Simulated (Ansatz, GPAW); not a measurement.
## A script for RuF₂ (PBE in single-zeta orbitals)

These are simulated results from GPAW 26.7.0, not measurements. The cell was built from a prototype and was relaxed with r2SCAN in plane waves (Ansatz 0.2.0). It may be hypothetical. It is a single sheet, repeated along a and b, with vacuum along c. All runs are without spin polarisation.

The sheet's in-plane cell has a = 3.227 Å, b = 3.227 Å (γ = 120.0°), and its outermost atoms lie 1.99 Å apart along the normal. Around Ru lie 6 F at 2.11 Å; around F lie 3 Ru at 2.11 Å.

The basis is minimal: single zeta, one radial function for each shell that the log's basis lists. It describes the filled bands fairly and the empty ones poorly.

The script, run.py:

```python
import json
from ase import Atoms
from gpaw import GPAW, PW, FermiDirac

atoms = Atoms(['Ru', 'F', 'F'],
              cell=[[3.227104, 0.0, -0.0], [-1.613552, 2.794754, -0.0], [-0.0, -0.0, 28.417583]],
              scaled_positions=[[-0.0, 0.0, 0.316705], [0.333333, 0.666667, 0.351637], [0.666667, 0.333333, 0.281774]],
              pbc=True)
calc = GPAW(mode='lcao', basis='sz(dzp)', h=0.2, xc='PBE', kpts={'size': (6, 6, 1), 'gamma': True},
            occupations=FermiDirac(0.02), maxiter=100, legacy_gpaw=True, txt='gpaw.txt')
atoms.calc = calc
res = {'energy': atoms.get_potential_energy(force_consistent=True)}
res['electrons'] = calc.get_number_of_electrons()
res['k'] = calc.get_ibz_k_points().tolist()
res['levels'] = [calc.get_eigenvalues(kpt=i).tolist() for i in range(len(res['k']))]
points = [[0.0, 0.0, 0.0], [0.5, 0.0, 0.0], [0.333333, 0.333333, 0.0], [0.0, 0.40625, 0.0]]
bands = calc.fixed_density(kpts=points, symmetry='off', txt='bands.txt')
res['points'] = [bands.get_eigenvalues(kpt=i).tolist() for i in range(len(points))]
json.dump(res, open('results.json', 'w'))
print('free energy (eV):', round(res['energy'], 5))
```

Command: `python run.py`. It took 6.4 s on 1 thread of Arm Neoverse V2 (shared host), peak memory 0.17 GiB.

The log gpaw.txt, trimmed of paths, versions and times, then the last line on the terminal. An iter line gives the energy in eV and the logarithms of the changes of orbitals (plane waves alone) and density (c: converged):

```
___ ___ ___ _ _ _
 |   |   |_  | | | |

 | | | | | . | | | |

 |__ |  _|___|_____|  26.7.0
 |___|_|

Input parameters:
  basis: sz(dzp)
  h: 0.2
  kpts: {gamma: True,
         size: (6, 6, 1)}
  maxiter: 100
  mode: lcao
  occupations: {fixmagmom: False,
                name: fermi-dirac,
                width: 0.02}
  xc: PBE

System changes: positions, numbers, cell, pbc, initial_charges, initial_magmoms

Initialize ...

species:
  Ru:
    name:    Ruthenium
    Z:       44.0
    valence: 16
    core:    28
    charge:  0.0  # [|e|]
    compensation charges:
      type: gauss
      rc: 0.39  # [Å]
      lmax: 2
    cutoffs:
      filter: 2.16  # [Å]
      core: 1.30  # [Å]
    projectors
    | kind |    occ | energy [eV] | rcut [Å] |

    |------|--------|-------------|----------|

    |   4s |  2.000 |     -76.316 |    1.281 |

    |   5s |  1.000 |      -4.236 |    1.281 |

    |   4p |  6.000 |     -46.423 |    1.286 |

    |   5p |  0.000 |      -0.913 |    1.286 |

    |   4d |  7.000 |      -5.203 |    1.254 |

    |    d |        |      22.008 |    1.254 |

    LCAO basis set for Ru:
      Name: sz(dzp)
      Number of radial functions: 5
      Number of spherical harmonics: 13
        l=0, rc=3.2969 Bohr: 4s-sz confined orbital
        l=0, rc=9.6875 Bohr: 5s-sz confined orbital
        l=1, rc=3.7656 Bohr: 4p-sz confined orbital
        l=1, rc=14.0938 Bohr: 5p-sz confined orbital
        l=2, rc=6.3281 Bohr: 4d-sz confined orbital
      Number of RI-basis functions 0

  F:
    name:    Fluorine
    Z:       9.0
    valence: 7
    core:    2
    charge:  0.0  # [|e|]
    compensation charges:
      type: gauss
      rc: 0.20  # [Å]
      lmax: 2
    cutoffs:
      filter: 1.14  # [Å]
      core: 0.74  # [Å]
    projectors
    | kind |    occ | energy [eV] | rcut [Å] |

    |------|--------|-------------|----------|

    |   2s |  2.000 |     -29.898 |    0.635 |

    |   2p |  5.000 |     -11.110 |    0.635 |

    |    s |        |      -2.687 |    0.635 |

    |    p |        |      16.102 |    0.635 |

    |    d |        |       0.000 |    0.635 |

    LCAO basis set for F:
      Name: sz(dzp)
      Number of radial functions: 2
      Number of spherical harmonics: 4
        l=0, rc=3.8594 Bohr: 2s-sz confined orbital
        l=1, rc=4.8750 Bohr: 2p-sz confined orbital
      Number of RI-basis functions 0

Reference energy: -128673.286553  # eV

Spin-paired calculation

Convergence criteria:
 Maximum [total energy] change in last 3 cyles: 0.0005 eV / valence electron
 Maximum integral of absolute [dens]ity change: 0.0001 electrons / valence electron
 Maximum integral of absolute [eigenst]ate change: 4e-08 eV^2 / valence electron
 Maximum number of scf [iter]ations: 100
 (Square brackets indicate name in SCF output, whereas a 'c' in
 the SCF output indicates the quantity has converged.)

Symmetries present (total): 1

  ( 1  0  0)
  ( 0  1  0)
  ( 0  0  1)

36 k-points: 6 x 6 x 1 Monkhorst-Pack grid + [1/12,1/12,0.000000]
20 k-points in the irreducible part of the Brillouin zone
       k-points in crystal coordinates                weights
   0:     0.00000000    0.00000000    0.00000000          1/36
   1:     0.00000000    0.16666667    0.00000000          2/36
   2:     0.00000000    0.33333333    0.00000000          2/36
   3:     0.00000000    0.50000000    0.00000000          1/36
   4:     0.16666667   -0.33333333    0.00000000          2/36
   5:     0.16666667   -0.16666667    0.00000000          2/36
   6:     0.16666667    0.00000000    0.00000000          2/36
   7:     0.16666667    0.16666667    0.00000000          2/36
   8:     0.16666667    0.33333333    0.00000000          2/36
   9:     0.16666667    0.50000000    0.00000000          2/36
          ...
  19:     0.50000000    0.50000000    0.00000000          1/36

Wave functions: LCAO
  Diagonalizer: Serial LAPACK
  Atomic Correction: dense with blas
  Data-type: complex

Occupation numbers: Fermi-Dirac:
  width: 0.0200  # eV

Eigensolver
   LCAO using direct dense diagonalizer

Densities:
  Coarse grid: 12*12*144 grid
  Fine grid: 24*24*288 grid
  Total Charge: 0.000000

Density mixing:
  Method: separate
  Backend: msr1
  Linear mixing parameter: 0.05
  old densities: 10
  Width of damping distribution: 1.1
  Damping of long wavelength oscillations: 20

Hamiltonian:
  XC and Coulomb potentials evaluated on a 24*24*288 grid
  Using the PBE Exchange-Correlation functional
  Interpolation: tri-quintic (5. degree polynomial)
  Poisson solver: FastPoissonSolver using
    Stencil: 8*3+1=25 point O(h^6) finite-difference Laplacian
    FFT axes: [np.int64(0), np.int64(1), np.int64(2)]
    FST axes: []

XC parameters: PBE with 2 nearest neighbor stencil

Memory estimate:
  Process memory now: 128.63 MiB
  Calculator: 19.03 MiB
    Density: 11.21 MiB
      Arrays: 4.11 MiB
      Localized functions: 3.94 MiB
      Mixer: 3.16 MiB
    Hamiltonian: 2.96 MiB
      Arrays: 2.69 MiB
      XC: 0.00 MiB
      Poisson: 0.00 MiB
      vbar: 0.27 MiB
    Wavefunctions: 4.86 MiB
      C [qnM]: 0.13 MiB
      S, T [2 x qmm]: 0.27 MiB
      P [aqMi]: 0.02 MiB
      BasisFunctions: 4.44 MiB
      Eigensolver: 0.00 MiB

Total number of cores used: 1

Number of atoms: 3
Number of atomic orbitals: 21
Number of bands in calculation: 21
Number of valence electrons: 30
Bands to converge: occupied
Positions:
   0 Ru     0.000000    0.000000    8.999991    ( 0.0000,  0.0000,  0.0000)
   1 F     -0.000002    1.863170    9.992674    ( 0.0000,  0.0000,  0.0000)
   2 F      1.613554    0.931584    8.007336    ( 0.0000,  0.0000,  0.0000)

Unit cell:
           periodic     x           y           z      points  spacing
  1. axis:    yes    3.227104    0.000000   -0.000000    12     0.2329
  2. axis:    yes   -1.613552    2.794754   -0.000000    12     0.2329
  3. axis:    yes   -0.000000   -0.000000   28.417583   144     0.1973

  Lengths:   3.227104   3.227104  28.417583
  Angles:   90.000000  90.000000 120.000000

Effective grid spacing dv^(1/3) = 0.2312

iter:   1   -12.493797        c
iter:   2   -12.372189        c -1.41
iter:   3   -11.890620        c -1.44
iter:   4   -11.880342        c -2.05
iter:   5   -11.879353c       c -2.77
iter:   6   -11.879215c       c -3.20
iter:   7   -11.879207c       c -3.85
iter:   8   -11.879206c       c -4.48c

Converged after 8 iterations.

Energy contributions relative to reference atoms: (reference = -128673.286553)

Kinetic:        +26.413731
Potential:      -23.164262
External:        +0.000000
XC:             -16.693464
Entropy (-ST):   -0.000000
Local:           +1.564788
SIC:             +0.000000
--------------------------
Free energy:    -11.879206
Extrapolated:   -11.879206

Showing only first 2 kpts
 Kpt  Band  Eigenvalues  Occupancy
  0    13     -4.66083    2.00000
  0    14     -3.46176    2.00000
  0    15     -1.73279    0.00000
  0    16     -1.72701    0.00000

  1    13     -4.40422    2.00000
  1    14     -3.56166    2.00000
  1    15     -2.15273    0.00000
  1    16     -1.77297    0.00000

Fermi level: -3.08306

Gap: 0.793 eV
Transition (v -> c):
  (s=0, k=0, n=14, [0.00, 0.00, 0.00]) -> (s=0, k=16, n=15, [0.50, 0.00, 0.00])
Direct/indirect transitions are different
Direct gap: 1.214 eV
Transition at: (s=0, k=12, n=14, [0.33, 0.00, 0.00])

free energy (eV): -11.87921
```

The gap in the log is over the mesh alone; results.json adds the listed points. PBE in single-zeta orbitals gives a gap of 0.79 eV. On the same cell, plane-wave PBE (Ansatz, 12×12×1 k points and the special points) gives a gap of 0.87 eV and r2SCAN a gap of 1.51 eV; on shared hosts these took about 5.6 and 16 core-seconds on the 3-atom cell, against 6.4 for the script. Semilocal gaps usually lie below measured ones.

Spin-orbit coupling is left out.
